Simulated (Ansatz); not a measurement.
# ClGeH₆NO₂Si: one species, many methods

How much do the methods differ for ClGeH₆NO₂Si? The plan is to run it at one geometry with functionals of several rungs and with coupled cluster, and see how far each lands from CCSD(T) at the basis-set limit for the atomisation energy.

Computed with Ansatz 0.2.0, Gaussian basis. Level: functionals in def2-TZVPP, the program's frozen cores in correlated methods.

Plan: PBE-D4, r2SCAN-D4, PBE0-D4, B3LYP-D4, ωB97X-V, ωB97M-V, B2PLYP; CCSD(T)/def2-TZVPP; MP2/def2-QZVPP; extrapolation to the limit.

**1. Structure used throughout**

The geometry comes from an earlier relaxation with PBE0-D4 in a triple-zeta def2 set; it is a stationary point, not always the lowest conformer.

12 atoms, charge 0, spin multiplicity 1.

Atoms are counted from 1 here; the program's logs count them from 0.

Bond lengths: O1–Ge2 1.796 Å, O1–H7 0.960 Å, Ge2–N3 1.830 Å, Ge2–H8 1.529 Å, Ge2–H9 1.536 Å, N3–Si4 1.711 Å, N3–H10 1.008 Å, Si4–O5 1.626 Å, Si4–Cl6 2.056 Å, Si4–H11 1.477 Å, O5–H12 0.970 Å. Angles: Ge2–O1–H7 112.7°, O1–Ge2–N3 105.3°, O1–Ge2–H8 102.7°, O1–Ge2–H9 111.3°, N3–Ge2–H8 113.7°, N3–Ge2–H9 108.5°, H8–Ge2–H9 114.8°, Ge2–N3–Si4 123.4°, Ge2–N3–H10 116.9°, Si4–N3–H10 119.5°, N3–Si4–O5 107.8°, N3–Si4–Cl6 112.7°, N3–Si4–H11 110.5°, O5–Si4–Cl6 107.1°, O5–Si4–H11 113.8°, Cl6–Si4–H11 104.9°, Si4–O5–H12 116.4°.

**2. PBE-D4 (GGA)**

in.yaml reads:

```yaml
crystal:
  periodic: [false, false, false]
  atoms:
    - {symbol: O, position_ang: [0.044802, 0.612938, 1.977957]}
    - {symbol: Ge, position_ang: [0.536453, 1.368402, 0.424581]}
    - {symbol: N, position_ang: [-0.332723, 0.414772, -0.873256]}
    - {symbol: Si, position_ang: [-0.322576, -1.294323, -0.953751]}
    - {symbol: O, position_ang: [0.106738, -1.858748, 0.509155]}
    - {symbol: Cl, position_ang: [1.046377, -2.017449, -2.307284]}
    - {symbol: H, position_ang: [-0.841925, 0.864434, 2.248177]}
    - {symbol: H, position_ang: [2.052871, 1.171578, 0.420860]}
    - {symbol: H, position_ang: [0.075377, 2.831499, 0.344750]}
    - {symbol: H, position_ang: [-0.766037, 0.944007, -1.614187]}
    - {symbol: H, position_ang: [-1.627522, -1.798598, -1.427221]}
    - {symbol: H, position_ang: [0.028165, -1.238503, 1.250208]}
basis:
  gaussian: {orbitals: def2-TZVPP}
hamiltonian: {xc: pbe, dispersion: d4}
output: {forces: true, orbitals: {seedname: orbitals}}
```

Command:

```
$ ansatz run in.yaml --threads 2 --pin off --events-out ev --progress --plain --max-ram 22528MiB --backend cuda --devices 0, --max-vram 18GiB
```

Further steps of the session: r2SCAN-D4 (meta-GGA); PBE0-D4 (hybrid); B3LYP-D4 (hybrid); ωB97X-V (range-separated); ωB97M-V (range-separated); B2PLYP (double hybrid); CCSD(T) in def2-TZVPP; MP2 in def2-QZVPP.

**Question.** What will the summary of the whole plan be? Wanted: atomisation energy, CCSD(T)/CBS; farthest; mean size of error, hybrid; mean size of error, range-separated; gap, smallest and largest; T1 diagnostic; triples share of the correlation energy.

**Answer**, as computed:

```
                               quantity                                 value
        atomisation energy, CCSD(T)/CBS                             43.445 eV
    functionals within 0.434 eV (1.0 %)   PBE-D4, r2SCAN-D4, ωB97X-V, ωB97M-V
                               farthest                    B2PLYP (-0.939 eV)
             mean size of error, hybrid                              0.716 eV
    mean size of error, range-separated                              0.121 eV
              gap, smallest and largest  5.65 eV (PBE-D4), 12.35 eV (ωB97X-V)
                          T1 diagnostic                                0.0114
triples share of the correlation energy                                 3.7 %
```

**Reading.** PBE-D4 misses by +0.048 eV. Double hybrids carry the basis error of their MP2 part in triple zeta, and no dispersion term here, so their miss is partly the set-up's. The reference freezes the cores and leaves out relativity and excitations past (T), and its outer-core shells are covered unevenly, so misses under about 0.434 eV can't be ranked. Hartree-Fock recovers 69 % of the binding; the rest is correlation. The gap grows from 5.6 to 12.4 eV across the functionals, mostly with the share of exact exchange. Correlated methods include outer-core shells of Ge, which these sets cover unevenly.
